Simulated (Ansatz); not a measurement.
# Cl on Pt (111)

Aim: for Pt, find where and how strongly Cl adsorbs.

Method: DFT PBE, scalar-relativistic, plane waves, PAW, in Ansatz 0.2.0.

3 further runs of the same task are left out: 3 set aside as unsound or not needed.

### 1 The structure to begin with

Symmetry: P-3m1, No. 164, trigonal system. Conventional cell: a = 2.807 Å, b = 2.807 Å, c = 23.876 Å, α = 90.00°, β = 90.00°, γ = 120.00°. Pt (site symmetry 3m) has 9 Pt at 2.81 Å as nearest neighbours. Pt (site symmetry 3m) is surrounded by 12 Pt at 2.78 to 2.81 Å.

Structure file:

```
CELL_PARAMETERS angstrom
5.61459 0.00000 0.00000
-1.40365 2.43119 0.00000
0.00000 0.00000 23.87644
ATOMIC_POSITIONS crystal
Pt 0.33333 0.33333 0.35600
Pt 0.83333 0.33333 0.35600
Pt 0.66667 0.66667 0.45200
Pt 0.16667 0.66667 0.45200
Pt 0.00000 0.00000 0.54681
Pt 0.50000 0.00000 0.54681
Pt 0.33333 0.33333 0.64313
Pt 0.83333 0.33333 0.64313
```

Planes are indexed in the bulk's conventional cell (Fm-3m (No. 225)), a = 3.970 Å, b = 3.970 Å, c = 3.970 Å, α = 90.00°, β = 90.00°, γ = 90.00°.

This (111) slab, 6.9 Å thick as cut, with 17 Å of vacuum, in a 2×1 surface cell; its outer planes are Pt (top) and Pt (bottom), was relaxed beforehand with its lower half held: -100181.6546 eV, work function 5.72 eV.

### 2 Start: Cl, top (Pt)

input.yaml reads:

```yaml
crystal:
  lattice:
    - [5.6145890019, 0.0, 0.0]
    - [-1.4036472505, 2.4311883537, 0.0]
    - [0.0, 0.0, 25.8764390851]
  atoms:
    - { symbol: Pt, position: [0.3333333333, 0.3333333333, 0.3284841462] }
    - { symbol: Pt, position: [0.8333333333, 0.3333333333, 0.3284841462] }
    - { symbol: Pt, position: [0.6666666667, 0.6666666667, 0.4170645863] }
    - { symbol: Pt, position: [0.1666666667, 0.6666666667, 0.4170645863] }
    - { symbol: Pt, position: [3.07e-08, 3.07e-08, 0.5045506733] }
    - { symbol: Pt, position: [0.5000000307, 3.07e-08, 0.5045506733] }
    - { symbol: Pt, position: [0.3333333522, 0.3333333522, 0.5934214413] }
    - { symbol: Pt, position: [0.8333333522, 0.3333333522, 0.5934214413] }
    - { symbol: Cl, position: [0.3333333522, 0.3333333522, 0.6853970023] }
basis:
  ecutwfc: 420
kpoints:
  mp_grid: { grid: [6, 12, 1] }
hamiltonian:
  xc: pbe
scf:
  occupations: { method: gaussian, width: 0.1 }
output:
  forces: true
  eigenvalues: true
  write_density: true
  write_potential: true
  elf: true
  volumetric_format: npy
relax:
  adjacent_minimum: "off"
  f_tol: 0.03
  max_steps: 70
  constraints: [{ sites: [0, 1, 2, 3] }]
efield:
  axis: 3
  dipole_correction: true
```

Run with:

```
$ ansatz run input.yaml --threads 2 --pin off --max-ram 5120MiB --backend cpu --events-out ev --progress --plain --runs-dir out
```

Further runs follow: Cl put at a hollow (nearest Pt) site; Cl at the bridge (Pt-Pt) site.

**Question.** What will these runs give? Wanted: Cl: lowest end.

As calculated:

| quantity | value |
| --- | --- |
| Cl: lowest end | E_ads -2.16 eV, from the hollow (nearest Pt) start, 1 bonded, 2.30 Å high |

Cl binds with 2.16 eV at best, a strong chemical bond when counted from the free atom, not from the element's molecule or solid; the ends span 0.32 eV. On the way to the lowest end the anchoring atom slid 1.6 Å from where it was put. It raises the work function by 0.25 eV, as a dipole layer with its negative end outwards does. The slab runs have no spin polarisation, while the free adsorbate has its spin; a moment that survived on the surface would lower E_ads. A start on a symmetric site keeps its symmetry, so an end may be a saddle point and not a minimum. The runs treat Pt without spin-orbit coupling. Spin polarisation is off in the runs that give these values; a magnetic solution could lie lower.
